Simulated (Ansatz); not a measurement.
# GaBH (quartet): wB97M-V, B2PLYP over vertical spin and charge gaps, def2-QZVPP

How well do these functionals follow the top wave-function level for GaBH (quartet) over vertical spin and charge gaps?

The runs use Ansatz 0.2.0, Gaussian basis; def2-QZVPP, all electrons in the functionals, frozen cores in the correlation of double hybrids and RPA.

To be run: wB97M-V, B2PLYP, at charge 0, quartet; charge 0, doublet; charge 0, sextet; charge 1, triplet; charge 1, quintet.

10 further runs of the same task are left out: 10 set aside as unsound or not needed.

## Step 1: The geometry

The geometry is a PBE0/def2-TZVP stationary point (not a proven minimum). No spin-orbit coupling is included. The filled d shell of Ga may be among the frozen orbitals whatever the setting's name suggests; the logs give the count.

3 atoms, charge 0, spin multiplicity 4.

Atoms are counted from 1 here; the program's logs count them from 0.

Bond lengths: B1–Ga2 1.930 Å, B1–H3 1.183 Å. Angles: Ga2–B1–H3 180.0°.

As a file:

```xyz
3

B     0.0000    0.0000    0.2489
Ga    0.0000    0.0000   -1.6811
H     0.0000    0.0000    1.4322
```

No dispersion term is added; wB97M-V holds VV10 nonlocal correlation.

The geometry shown and the zero of energy belong to the point charge 0, quartet. The yardstick, RCCSD(T), and other wave-function levels (R restricted, U unrestricted, valence and pair active spaces) come from earlier runs.

## Step 2: wB97M-V, charge 0, quartet

File in.yaml:

```yaml
crystal:
  periodic: [false, false, false]
  atoms:
    - {symbol: B, position_ang: [0.000000, 0.000000, 0.248900]}
    - {symbol: Ga, position_ang: [0.000000, 0.000000, -1.681100]}
    - {symbol: H, position_ang: [0.000000, 0.000000, 1.432200]}
basis:
  gaussian: {orbitals: "def2-QZVPP.json"}
magnetization: {spin_polarized: true, initial_magnetization: 3}
hamiltonian: {xc: {name: wB97M-V}}
output: {orbitals: {seedname: orbitals}}
```

The run is started by

```bash
$ ansatz run in.yaml --threads 1 --pin off --events-out ev --progress --plain --max-ram 2393MiB
```

What it wrote (excerpt; [...] marks lines left out):

```text
Functional definition: wB97M-V
  name "wB97M-V"
  cite "Mardirossian & Head-Gordon, J. Chem. Phys. 144, 214110 (2016) doi:10.1063/1.4952647"
  cite "Becke, J. Chem. Phys. 107, 8554 (1997) doi:10.1063/1.475007"
  cite "Vydrov & Van Voorhis, J. Chem. Phys. 133, 244103 (2010) doi:10.1063/1.3521275"
  # Of w^i u^j: cxij and so on, Table III.
[...]
  gx(w, u) = 1 - cx + cx01*u + cx10*w
  gss(w, u) = css00 + css04*u^4 + css10*w + css20*w^2 + css43*w^4*u^3
  gos(w, u) = cos00 + cos10*w + (cos20 + cos21*u)*w^2 + (cos60 + cos61*u)*w^6
[...]
      + integral(e_c_pw_mod_opposite_spin*gos(b97_w_opposite, b97_u_opposite)) + vv10(b, c)
830 factors; their error is unknown
170 factors; integrals over basis functions are off by at most 1.2e-4 eV
[...]
mean field -53064.58636376 eV, -1950.0875803997 hartree, gradient 4.6e-5 eV, S^2 3.754402; 0 other end points of the search recorded, 0 dependent functions left out
reference -53064.58640646 eV, -1950.0875819690 hartree; 20, 17 occupied and 156, 159 virtual orbitals, 830 factors
Total energy: -53064.58640646 eV, -1950.0875819690 hartree
```

Wall time 18 s (1 thread of Arm Neoverse V1, shared host); peak memory 0.47 GiB.

From the report: ⟨S²⟩ of the determinant 3.754 (pure quartet: 3.75).

## Step 3: wB97M-V, charge 0, doublet

Edit in.yaml of step 2 so:

```diff
@@ -8,3 +8,3 @@
   gaussian: {orbitals: "def2-QZVPP.json"}
-magnetization: {spin_polarized: true, initial_magnetization: 3}
+magnetization: {spin_polarized: true, initial_magnetization: 1}
 hamiltonian: {xc: {name: wB97M-V}}
```

The command is unchanged.

What it wrote (excerpt; [...] marks lines left out):

```text
Functional definition: wB97M-V
  name "wB97M-V"
  cite "Mardirossian & Head-Gordon, J. Chem. Phys. 144, 214110 (2016) doi:10.1063/1.4952647"
  cite "Becke, J. Chem. Phys. 107, 8554 (1997) doi:10.1063/1.475007"
  cite "Vydrov & Van Voorhis, J. Chem. Phys. 133, 244103 (2010) doi:10.1063/1.3521275"
  # Of w^i u^j: cxij and so on, Table III.
[...]
  gx(w, u) = 1 - cx + cx01*u + cx10*w
  gss(w, u) = css00 + css04*u^4 + css10*w + css20*w^2 + css43*w^4*u^3
  gos(w, u) = cos00 + cos10*w + (cos20 + cos21*u)*w^2 + (cos60 + cos61*u)*w^6
[...]
      + integral(e_c_pw_mod_opposite_spin*gos(b97_w_opposite, b97_u_opposite)) + vv10(b, c)
830 factors; their error is unknown
170 factors; integrals over basis functions are off by at most 1.2e-4 eV
[...]
mean field -53064.71082695 eV, -1950.0921543375 hartree, gradient 8.3e-6 eV, S^2 0.751749; 3 other end points of the search recorded, 0 dependent functions left out
reference -53064.71087104 eV, -1950.0921559578 hartree; 19, 18 occupied and 157, 158 virtual orbitals, 830 factors
Total energy: -53064.71087104 eV, -1950.0921559578 hartree
```

Wall time 50 s (1 thread of Arm Neoverse V1, shared host); peak memory 0.63 GiB.

From the report: ⟨S²⟩ of the determinant 0.752 (pure doublet: 0.75).

From charge 0, quartet: -12.0 kJ/mol.

## Step 4: wB97M-V, charge 0, sextet

Edit in.yaml of step 3 so:

```diff
@@ -8,3 +8,3 @@
   gaussian: {orbitals: "def2-QZVPP.json"}
-magnetization: {spin_polarized: true, initial_magnetization: 1}
+magnetization: {spin_polarized: true, initial_magnetization: 5}
 hamiltonian: {xc: {name: wB97M-V}}
```

The command is unchanged.

What it wrote (excerpt; [...] marks lines left out):

```text
Functional definition: wB97M-V
  name "wB97M-V"
  cite "Mardirossian & Head-Gordon, J. Chem. Phys. 144, 214110 (2016) doi:10.1063/1.4952647"
  cite "Becke, J. Chem. Phys. 107, 8554 (1997) doi:10.1063/1.475007"
  cite "Vydrov & Van Voorhis, J. Chem. Phys. 133, 244103 (2010) doi:10.1063/1.3521275"
  # Of w^i u^j: cxij and so on, Table III.
[...]
  gx(w, u) = 1 - cx + cx01*u + cx10*w
  gss(w, u) = css00 + css04*u^4 + css10*w + css20*w^2 + css43*w^4*u^3
  gos(w, u) = cos00 + cos10*w + (cos20 + cos21*u)*w^2 + (cos60 + cos61*u)*w^6
[...]
      + integral(e_c_pw_mod_opposite_spin*gos(b97_w_opposite, b97_u_opposite)) + vv10(b, c)
830 factors; their error is unknown
170 factors; integrals over basis functions are off by at most 1.2e-4 eV
[...]
mean field -53057.18278088 eV, -1949.8155037473 hartree, gradient 5.3e-5 eV, S^2 8.751824; 0 other end points of the search recorded, 0 dependent functions left out
reference -53057.18282154 eV, -1949.8155052414 hartree; 21, 16 occupied and 155, 160 virtual orbitals, 830 factors
Total energy: -53057.18282154 eV, -1949.8155052414 hartree
```

Wall time 21 s (1 thread of Arm Neoverse V1, shared host); peak memory 0.47 GiB.

From the report: ⟨S²⟩ of the determinant 8.752 (pure sextet: 8.75).

From charge 0, quartet: +714.3 kJ/mol.

## Step 5: wB97M-V, charge 1, triplet

Edit in.yaml of step 4 so:

```diff
@@ -8,3 +8,4 @@
   gaussian: {orbitals: "def2-QZVPP.json"}
-magnetization: {spin_polarized: true, initial_magnetization: 5}
+total_charge: 1
+magnetization: {spin_polarized: true, initial_magnetization: 2}
 hamiltonian: {xc: {name: wB97M-V}}
```

Launched as before.

What it wrote (excerpt; [...] marks lines left out):

```text
Functional definition: wB97M-V
  name "wB97M-V"
  cite "Mardirossian & Head-Gordon, J. Chem. Phys. 144, 214110 (2016) doi:10.1063/1.4952647"
  cite "Becke, J. Chem. Phys. 107, 8554 (1997) doi:10.1063/1.475007"
  cite "Vydrov & Van Voorhis, J. Chem. Phys. 133, 244103 (2010) doi:10.1063/1.3521275"
  # Of w^i u^j: cxij and so on, Table III.
[...]
  gx(w, u) = 1 - cx + cx01*u + cx10*w
  gss(w, u) = css00 + css04*u^4 + css10*w + css20*w^2 + css43*w^4*u^3
  gos(w, u) = cos00 + cos10*w + (cos20 + cos21*u)*w^2 + (cos60 + cos61*u)*w^6
[...]
      + integral(e_c_pw_mod_opposite_spin*gos(b97_w_opposite, b97_u_opposite)) + vv10(b, c)
830 factors; their error is unknown
170 factors; integrals over basis functions are off by at most 1.2e-4 eV
[...]
mean field -53056.84329544 eV, -1949.8030278872 hartree, gradient 3.5e-5 eV, S^2 2.004237; 0 other end points of the search recorded, 0 dependent functions left out
reference -53056.84334401 eV, -1949.8030296723 hartree; 19, 17 occupied and 157, 159 virtual orbitals, 830 factors
Total energy: -53056.84334401 eV, -1949.8030296723 hartree
```

It took 19 s on 1 thread of Arm Neoverse V1, shared host; peak memory 0.46 GiB.

From the report: ⟨S²⟩ of the determinant 2.004 (pure triplet: 2.00).

From charge 0, quartet: +747.1 kJ/mol.

## Step 6: wB97M-V, charge 1, quintet

Edit in.yaml of step 5 so:

```diff
@@ -9,3 +9,3 @@
 total_charge: 1
-magnetization: {spin_polarized: true, initial_magnetization: 2}
+magnetization: {spin_polarized: true, initial_magnetization: 4}
 hamiltonian: {xc: {name: wB97M-V}}
```

Same command.

What it wrote (excerpt; [...] marks lines left out):

```text
Functional definition: wB97M-V
  name "wB97M-V"
  cite "Mardirossian & Head-Gordon, J. Chem. Phys. 144, 214110 (2016) doi:10.1063/1.4952647"
  cite "Becke, J. Chem. Phys. 107, 8554 (1997) doi:10.1063/1.475007"
  cite "Vydrov & Van Voorhis, J. Chem. Phys. 133, 244103 (2010) doi:10.1063/1.3521275"
  # Of w^i u^j: cxij and so on, Table III.
[...]
  gx(w, u) = 1 - cx + cx01*u + cx10*w
  gss(w, u) = css00 + css04*u^4 + css10*w + css20*w^2 + css43*w^4*u^3
  gos(w, u) = cos00 + cos10*w + (cos20 + cos21*u)*w^2 + (cos60 + cos61*u)*w^6
[...]
      + integral(e_c_pw_mod_opposite_spin*gos(b97_w_opposite, b97_u_opposite)) + vv10(b, c)
830 factors; their error is unknown
170 factors; integrals over basis functions are off by at most 1.2e-4 eV
[...]
mean field -53051.87216640 eV, -1949.6203422649 hartree, gradient 1.1e-5 eV, S^2 6.001672; 0 other end points of the search recorded, 0 dependent functions left out
reference -53051.87221457 eV, -1949.6203440350 hartree; 20, 16 occupied and 156, 160 virtual orbitals, 830 factors
Total energy: -53051.87221457 eV, -1949.6203440350 hartree
```

Run time: 18 s. Hardware: 1 thread of Arm Neoverse V1, shared host; peak memory 0.47 GiB.

From the report: ⟨S²⟩ of the determinant 6.002 (pure quintet: 6.00).

From charge 0, quartet: +1226.7 kJ/mol.

## Step 7: B2PLYP, charge 0, quartet

File in.yaml:

```yaml
crystal:
  periodic: [false, false, false]
  atoms:
    - {symbol: B, position_ang: [0.000000, 0.000000, 0.248900]}
    - {symbol: Ga, position_ang: [0.000000, 0.000000, -1.681100]}
    - {symbol: H, position_ang: [0.000000, 0.000000, 1.432200]}
basis:
  gaussian: {orbitals: "def2-QZVPP.json"}
magnetization: {spin_polarized: true, initial_magnetization: 3}
hamiltonian: {xc: {name: B2PLYP}}
correlation: {electrons: outside_noble_gas}
```

The command is unchanged.

What it wrote (excerpt; [...] marks lines left out):

```text
Functional definition: B2PLYP
  name "B2PLYP"
  cite "Grimme, J. Chem. Phys. 124, 034108 (2006) doi:10.1063/1.2148954"
  cite "Becke, Phys. Rev. A 38, 3098 (1988) doi:10.1103/PhysRevA.38.3098"
  cite "Lee, Yang & Parr, Phys. Rev. B 37, 785 (1988) doi:10.1103/PhysRevB.37.785"
[...]
1127 factors; integrals over basis functions are off by at most 9.5e-4 eV
[...]
mean field -53054.74168433 eV, -1949.7257951036 hartree, gradient 7.9e-6 eV, S^2 3.758457; 0 other end points of the search recorded, 0 dependent functions left out
15 core orbitals not correlated: weight in the atoms' cores, before any rotation towards them, 0.995 or more for the frozen orbitals, at most 0.003 for the correlated occupied ones
reference -53054.74181009 eV, -1949.7257997253 hartree; 5, 2 occupied and 156, 159 virtual orbitals, 1127 factors
second order -4.44309818 eV of doubles, -0.00000000 eV of singles
Total energy: -53055.94144660 eV, -1949.7698855538 hartree
```

Wall time 11 s (1 thread of Arm Neoverse V1, shared host); peak memory 0.41 GiB.

From the report: ⟨S²⟩ of the determinant 3.758 (pure quartet: 3.75).

## Step 8: B2PLYP, charge 0, doublet

Edit in.yaml of step 7 so:

```diff
@@ -8,3 +8,3 @@
   gaussian: {orbitals: "def2-QZVPP.json"}
-magnetization: {spin_polarized: true, initial_magnetization: 3}
+magnetization: {spin_polarized: true, initial_magnetization: 1}
 hamiltonian: {xc: {name: B2PLYP}}
```

Launched as before.

What it wrote (excerpt; [...] marks lines left out):

```text
Functional definition: B2PLYP
  name "B2PLYP"
  cite "Grimme, J. Chem. Phys. 124, 034108 (2006) doi:10.1063/1.2148954"
  cite "Becke, Phys. Rev. A 38, 3098 (1988) doi:10.1103/PhysRevA.38.3098"
  cite "Lee, Yang & Parr, Phys. Rev. B 37, 785 (1988) doi:10.1103/PhysRevB.37.785"
[...]
1127 factors; integrals over basis functions are off by at most 9.5e-4 eV
[...]
mean field -53054.81063489 eV, -1949.7283289899 hartree, gradient 2.2e-6 eV, S^2 1.215384; 11 other end points of the search recorded, 0 dependent functions left out
15 core orbitals not correlated: weight in the atoms' cores, before any rotation towards them, 0.995 or more for the frozen orbitals, at most 0.002 for the correlated occupied ones
reference -53054.81076177 eV, -1949.7283336529 hartree; 4, 3 occupied and 157, 158 virtual orbitals, 1127 factors
second order -4.21755930 eV of doubles, -0.00000000 eV of singles
Total energy: -53055.94950279 eV, -1949.7701816132 hartree
```

Wall time 39 s (1 thread of Arm Neoverse V1, shared host); peak memory 0.44 GiB.

From the report: ⟨S²⟩ of the determinant 1.215 (pure doublet: 0.75).

From charge 0, quartet: -0.8 kJ/mol.

## Step 9: B2PLYP, charge 0, sextet

Edit in.yaml of step 8 so:

```diff
@@ -8,3 +8,3 @@
   gaussian: {orbitals: "def2-QZVPP.json"}
-magnetization: {spin_polarized: true, initial_magnetization: 1}
+magnetization: {spin_polarized: true, initial_magnetization: 5}
 hamiltonian: {xc: {name: B2PLYP}}
```

Same command.

What it wrote (excerpt; [...] marks lines left out):

```text
Functional definition: B2PLYP
  name "B2PLYP"
  cite "Grimme, J. Chem. Phys. 124, 034108 (2006) doi:10.1063/1.2148954"
  cite "Becke, Phys. Rev. A 38, 3098 (1988) doi:10.1103/PhysRevA.38.3098"
  cite "Lee, Yang & Parr, Phys. Rev. B 37, 785 (1988) doi:10.1103/PhysRevB.37.785"
[...]
1127 factors; integrals over basis functions are off by at most 9.5e-4 eV
[...]
mean field -53047.72306691 eV, -1949.4678656707 hartree, gradient 3.1e-6 eV, S^2 8.753196; 0 other end points of the search recorded, 0 dependent functions left out
15 core orbitals not correlated: weight in the atoms' cores, before any rotation towards them, 0.993 or more for the frozen orbitals, at most 0.005 for the correlated occupied ones
reference -53047.72319777 eV, -1949.4678704800 hartree; 6, 1 occupied and 155, 160 virtual orbitals, 1127 factors
second order -3.14179430 eV of doubles, -0.00000000 eV of singles
Total energy: -53048.57148224 eV, -1949.4990443589 hartree
```

Wall time 12 s (1 thread of Arm Neoverse V1, shared host); peak memory 0.41 GiB.

From the report: ⟨S²⟩ of the determinant 8.753 (pure sextet: 8.75).

From charge 0, quartet: +711.1 kJ/mol.

## Step 10: B2PLYP, charge 1, triplet

Edit in.yaml of step 9 so:

```diff
@@ -8,3 +8,4 @@
   gaussian: {orbitals: "def2-QZVPP.json"}
-magnetization: {spin_polarized: true, initial_magnetization: 5}
+total_charge: 1
+magnetization: {spin_polarized: true, initial_magnetization: 2}
 hamiltonian: {xc: {name: B2PLYP}}
```

Launched as before.

What it wrote (excerpt; [...] marks lines left out):

```text
Functional definition: B2PLYP
  name "B2PLYP"
  cite "Grimme, J. Chem. Phys. 124, 034108 (2006) doi:10.1063/1.2148954"
  cite "Becke, Phys. Rev. A 38, 3098 (1988) doi:10.1103/PhysRevA.38.3098"
  cite "Lee, Yang & Parr, Phys. Rev. B 37, 785 (1988) doi:10.1103/PhysRevB.37.785"
[...]
1127 factors; integrals over basis functions are off by at most 9.5e-4 eV
[...]
mean field -53047.28838961 eV, -1949.4518915745 hartree, gradient 5.5e-6 eV, S^2 2.008873; 4 other end points of the search recorded, 0 dependent functions left out
15 core orbitals not correlated: weight in the atoms' cores, before any rotation towards them, 0.997 or more for the frozen orbitals, at most 0.003 for the correlated occupied ones
reference -53047.28852201 eV, -1949.4518964401 hartree; 4, 2 occupied and 157, 159 virtual orbitals, 1127 factors
second order -3.36915518 eV of doubles, -0.00000000 eV of singles
Total energy: -53048.19819390 eV, -1949.4853262658 hartree
```

It took 31 s on 1 thread of Arm Neoverse V1, shared host; peak memory 0.52 GiB.

From the report: ⟨S²⟩ of the determinant 2.009 (pure triplet: 2.00).

From charge 0, quartet: +747.1 kJ/mol.

## Step 11: B2PLYP, charge 1, quintet

Edit in.yaml of step 10 so:

```diff
@@ -9,3 +9,3 @@
 total_charge: 1
-magnetization: {spin_polarized: true, initial_magnetization: 2}
+magnetization: {spin_polarized: true, initial_magnetization: 4}
 hamiltonian: {xc: {name: B2PLYP}}
```

Same command.

What it wrote (excerpt; [...] marks lines left out):

```text
Functional definition: B2PLYP
  name "B2PLYP"
  cite "Grimme, J. Chem. Phys. 124, 034108 (2006) doi:10.1063/1.2148954"
  cite "Becke, Phys. Rev. A 38, 3098 (1988) doi:10.1103/PhysRevA.38.3098"
  cite "Lee, Yang & Parr, Phys. Rev. B 37, 785 (1988) doi:10.1103/PhysRevB.37.785"
[...]
1127 factors; integrals over basis functions are off by at most 9.5e-4 eV
[...]
mean field -53042.53759569 eV, -1949.2773031181 hartree, gradient 7.7e-6 eV, S^2 6.003111; 0 other end points of the search recorded, 0 dependent functions left out
15 core orbitals not correlated: weight in the atoms' cores, before any rotation towards them, 0.994 or more for the frozen orbitals, at most 0.004 for the correlated occupied ones
reference -53042.53772891 eV, -1949.2773080140 hartree; 5, 1 occupied and 156, 160 virtual orbitals, 1127 factors
second order -3.16533441 eV of doubles, -0.00000000 eV of singles
Total energy: -53043.39236920 eV, -1949.3087154654 hartree
```

It took 12 s on 1 thread of Arm Neoverse V1, shared host; peak memory 0.4 GiB.

From the report: ⟨S²⟩ of the determinant 6.003 (pure quintet: 6.00).

From charge 0, quartet: +1210.8 kJ/mol.

## Step 12: The comparison

No level is safe as a reference over these points; RCCSD(T) serves as a yardstick only. It comes from earlier runs at the same points. Energies in kJ/mol, counted from charge 0, quartet; blanks weren't run or aren't comparable.

| level | quartet to doublet | quartet to sextet | ionisation to the triplet cation | ionisation to the quintet cation |
| --- | --- | --- | --- | --- |
| RCCSD(T) | 10.4 | 669.5 | 755.9 | 1183.5 |
| wB97M-V | -12.0 | 714.3 | 747.1 | 1226.7 |
| B2PLYP | -0.8 | 711.1 | 747.1 | 1210.8 |

Largest miss and mean time a point (RCCSD(T) took 64 s a point; shared hosts):

| level | largest miss (kJ/mol) | where | time a point |
| --- | --- | --- | --- |
| wB97M-V | +44.9 | quartet to sextet | 25 s |
| B2PLYP | +41.6 | quartet to sextet | 21 s |

## Step 13: Summary of results

| quantity | value |
| --- | --- |
| quartet to doublet, RCCSD(T) | 10.4 kJ/mol |
| quartet to sextet, RCCSD(T) | 669.5 kJ/mol |
| ionisation to the triplet cation, RCCSD(T) | 755.9 kJ/mol |
| ionisation to the quintet cation, RCCSD(T) | 1183.5 kJ/mol |
| largest miss, wB97M-V | +44.9 kJ/mol (quartet to sextet) |
| largest miss, B2PLYP | +41.6 kJ/mol (quartet to sextet) |

In words: Of the functionals, B2PLYP keep the smallest largest miss at the points compared (at most 41.6 kJ/mol) and wB97M-V strays most (44.9 kJ/mol, at quartet to sextet). B2PLYP clearly breaks the spin symmetry at some points (⟨S²⟩ up to 0.47 above the pure value), so energy there is bought with a mixed spin. Functionals and the yardstick converge differently with the basis, so part of each miss in def2-QZVPP is the basis. The yardstick itself may be off where one determinant is a poor start.
